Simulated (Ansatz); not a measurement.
# NaTb2Sc2FeO9: the cost of one run

Program: Ansatz 0.2.0. Level of theory: DFT PBE, scalar-relativistic, plane waves, PAW; 4f electrons in the core of a trivalent norm-conserving potential, unless a step names another level. These are calculated values, not measurements.

3 further runs of the same task are left out: 2 that didn't finish, 1 set aside as unsound or not needed.

**1. Starting point**

The structure is tetragonal, space group P4/mmm (No. 123). Conventional cell: a = 3.860 Å, b = 3.860 Å, c = 12.406 Å, α = 90.00°, β = 90.00°, γ = 90.00°. Na (site symmetry 4/mmm) is surrounded by 4 O at 2.73 Å. Tb (site symmetry 4mm) has 4 O at 2.36 Å as nearest neighbours. Around Sc (site symmetry 4mm) lie 5 O at 2.02 to 2.03 Å. Fe (site symmetry 4/mmm) is surrounded by 6 O at 1.77 to 1.93 Å. O (site symmetry mmm) has 2 Fe at 1.93 Å as nearest neighbours. O (site symmetry 4mm) has 1 Fe at 1.77 Å as nearest neighbours. Around O (site symmetry 2mm) lie 2 Sc at 2.03 Å and 2 Tb at 2.36 Å. O (site symmetry 4/mmm) has 2 Sc at 2.02 Å and 4 Na at 2.73 Å as nearest neighbours.

As a file:

```
Na Tb Sc Fe O
1.0
     3.86027    0.00000    0.00000
     0.00000    3.86027    0.00000
     0.00000    0.00000   12.40604
Na Tb Sc Fe O
1 2 2 1 9
Direct
  0.00000 0.00000 0.50000
  0.00000 0.00000 0.82102
  0.00000 0.00000 0.17898
  0.50000 0.50000 0.33749
  0.50000 0.50000 0.66251
  0.50000 0.50000 0.00000
  0.00000 0.50000 0.00000
  0.50000 0.50000 0.85767
  0.50000 0.50000 0.14233
  0.50000 0.00000 0.00000
  0.00000 0.50000 0.28790
  0.00000 0.50000 0.71210
  0.50000 0.50000 0.50000
  0.50000 0.00000 0.28790
  0.50000 0.00000 0.71210
```

It came out lowest among 13 distinct ends of the trial cells. At a tolerance of 0.05 Å it has space group P4/mmm (No. 123). Site moments: 0.0 0.0 0.0 0.0 0.0 2.3 0.1 0.2 0.2 0.1 0.0 0.0 0.0 0.0 0.0 μB.

**2. Bands, states and charges**

input.yaml

```yaml
crystal:
  lattice:
    - [3.8602685405, 0.0, 0.0]
    - [0.0, 3.8602685405, 0.0]
    - [0.0, 0.0, 12.4060401774]
  atoms:
    - { symbol: Na, position: [0.0, 0.0, 0.5] }
    - { symbol: Tb, position: [0.0, 0.0, 0.8210236204] }
    - { symbol: Tb, position: [0.0, 0.0, 0.1789763796] }
    - { symbol: Sc, position: [0.5, 0.5, 0.3374887645] }
    - { symbol: Sc, position: [0.5, 0.5, 0.6625112355] }
    - { symbol: Fe, position: [0.5, 0.5, 0.0], spin: 2.55 }
    - { symbol: O, position: [0.0, 0.5, 0.0], spin: 0.16 }
    - { symbol: O, position: [0.5, 0.5, 0.8576737731], spin: 0.23 }
    - { symbol: O, position: [0.5, 0.5, 0.1423262269], spin: 0.23 }
    - { symbol: O, position: [0.5, 0.0, 0.0], spin: 0.16 }
    - { symbol: O, position: [0.0, 0.5, 0.2879013827] }
    - { symbol: O, position: [0.0, 0.5, 0.7120986173] }
    - { symbol: O, position: [0.5, 0.5, 0.5] }
    - { symbol: O, position: [0.5, 0.0, 0.2879013827] }
    - { symbol: O, position: [0.5, 0.0, 0.7120986173] }
basis:
  ecutwfc: 690
kpoints:
  mp_grid: { grid: [8, 8, 4] }
  band_path:
    path:
      - [[0.0, 0.0, 0.0], [0.0, 0.5, 0.0], [0.5, 0.5, 0.0], [0.0, 0.0, 0.0], [0.0, 0.0, 0.5], [0.0, 0.5, 0.5], [0.5, 0.5, 0.5], [0.0, 0.0, 0.5]]
      - [[0.0, 0.5, 0.0], [0.0, 0.5, 0.5]]
      - [[0.5, 0.5, 0.0], [0.5, 0.5, 0.5]]
    npoints: 10
hamiltonian:
  xc: pbe
  pseudopotentials:
    kind: paw
    azcp: { Tb: "pseudopotentials/pbe/nc/lanthanide_3plus/Tb.nc.azcp" }
scf:
  occupations: { method: gaussian, width: 0.1 }
  n_extra_bands: 37
output:
  forces: true
  stress: true
  eigenvalues: true
  populations: true
  dos: { projected: true, de: 0.02, nscf_kmesh: { grid: [10, 10, 5] } }
  bader: false
  write_density: true
  write_potential: true
  elf: true
  volumetric_format: npy
magnetization:
  spin_polarized: true
checkpoint:
  read: start.run
  write: ck
  compress: false
  write_wavefunctions: false
  write_every: 100000
```

On the command line:

```sh
> ansatz run input.yaml --threads 5 --pin off --max-ram 14080MiB --backend cpu --events-out ev --progress --plain --runs-dir out
```

**Question.** How long does this run take on 5 threads of Intel Xeon 6975P-C (Granite Rapids), shared host, and how much memory does it need?

About 71 s, with a peak of 3.5 GiB.
